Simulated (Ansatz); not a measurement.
**C₂H₆F₂Si₂: one species, many methods**

The task here is to estimate one member of a computed series from the others.

Method: functionals in def2-TZVPP, the program's frozen cores in correlated methods; program: Ansatz 0.2.0, Gaussian basis.

The runs, in order: PBE-D4, r2SCAN-D4, PBE0-D4, B3LYP-D4, ωB97X-V, ωB97M-V, B2PLYP; CCSD(T)/def2-TZVPP; MP2/def2-QZVPP; extrapolation to the limit.

## The geometry

An earlier PBE0-D4 in a triple-zeta def2 set relaxation fixed the geometry.

SMILES `C=C[SiH2][SiH](F)F`, 12 atoms, charge 0, spin multiplicity 1.

Atoms are counted from 1 here; the program's logs count them from 0.

Bond lengths: C1–C2 1.330 Å, C1–H7 1.086 Å, C1–H8 1.086 Å, C2–Si3 1.859 Å, C2–H9 1.089 Å, Si3–Si4 2.346 Å, Si3–H10 1.488 Å, Si3–H11 1.488 Å, Si4–F5 1.595 Å, Si4–F6 1.596 Å, Si4–H12 1.483 Å. Angles: C2–C1–H7 122.0°, C2–C1–H8 121.9°, H7–C1–H8 116.1°, C1–C2–Si3 123.3°, C1–C2–H9 118.3°, Si3–C2–H9 118.3°, C2–Si3–Si4 109.0°, C2–Si3–H10 111.7°, C2–Si3–H11 109.5°, Si4–Si3–H10 108.2°, Si4–Si3–H11 108.8°, H10–Si3–H11 109.7°, Si3–Si4–F5 110.7°, Si3–Si4–F6 109.0°, Si3–Si4–H12 115.9°, F5–Si4–F6 106.8°, F5–Si4–H12 107.1°, F6–Si4–H12 107.0°.

Set-up of the first run:

Input file in.yaml:

```yaml
crystal:
  periodic: [false, false, false]
  atoms:
    - {symbol: C, position_ang: [-1.441186, -1.743050, 0.631297]}
    - {symbol: C, position_ang: [-0.762257, -1.114532, -0.324834]}
    - {symbol: Si, position_ang: [0.905784, -0.339538, -0.051473]}
    - {symbol: Si, position_ang: [0.702403, 1.990867, -0.229208]}
    - {symbol: F, position_ang: [2.134613, 2.688324, -0.154751]}
    - {symbol: F, position_ang: [0.086235, 2.351169, -1.656926]}
    - {symbol: H, position_ang: [-2.424920, -2.168604, 0.454156]}
    - {symbol: H, position_ang: [-1.041237, -1.863305, 1.634134]}
    - {symbol: H, position_ang: [-1.216868, -1.028342, -1.310449]}
    - {symbol: H, position_ang: [1.897187, -0.797926, -1.062620]}
    - {symbol: H, position_ang: [1.391449, -0.675135, 1.314906]}
    - {symbol: H, position_ang: [-0.154304, 2.645071, 0.789668]}
basis:
  gaussian: {orbitals: def2-TZVPP}
hamiltonian: {xc: pbe, dispersion: d4}
output: {forces: true, orbitals: {seedname: orbitals}}
```

Run with:

```sh
ansatz run in.yaml --threads 2 --pin off --events-out ev --progress --plain --max-ram 22528MiB --backend cuda --devices 0, --max-vram 18GiB
```

Steps of the session up to this table: PBE-D4 (GGA); r2SCAN-D4 (meta-GGA); PBE0-D4 (hybrid); B3LYP-D4 (hybrid); ωB97X-V (range-separated); ωB97M-V (range-separated); B2PLYP (double hybrid); CCSD(T) in def2-TZVPP; MP2 in def2-QZVPP.

One of the session's tables, all rows but one given; the rest of the session is left out.

```
            method  atomisation energy (kJ/mol)
            PBE-D4                       4653.3
         r2SCAN-D4                       4611.2
           PBE0-D4                       4581.7
          B3LYP-D4                       4593.4
           ωB97X-V                       4619.0
           ωB97M-V                            ?
            B2PLYP                       4554.2
     HF/def2-TZVPP                       3475.7
    MP2/def2-TZVPP                       4572.3
   CCSD/def2-TZVPP                       4430.5
CCSD(T)/def2-TZVPP                       4492.2
           MP2/CBS                       4695.9
       CCSD(T)/CBS                       4615.7
```

Q: Estimate the row for ωB97M-V from the others.

The run gave: atomisation energy (kJ/mol): 4606.7. In the column «atomisation energy (kJ/mol)» it lies between B3LYP-D4 (4593.4) and r2SCAN-D4 (4611.2).
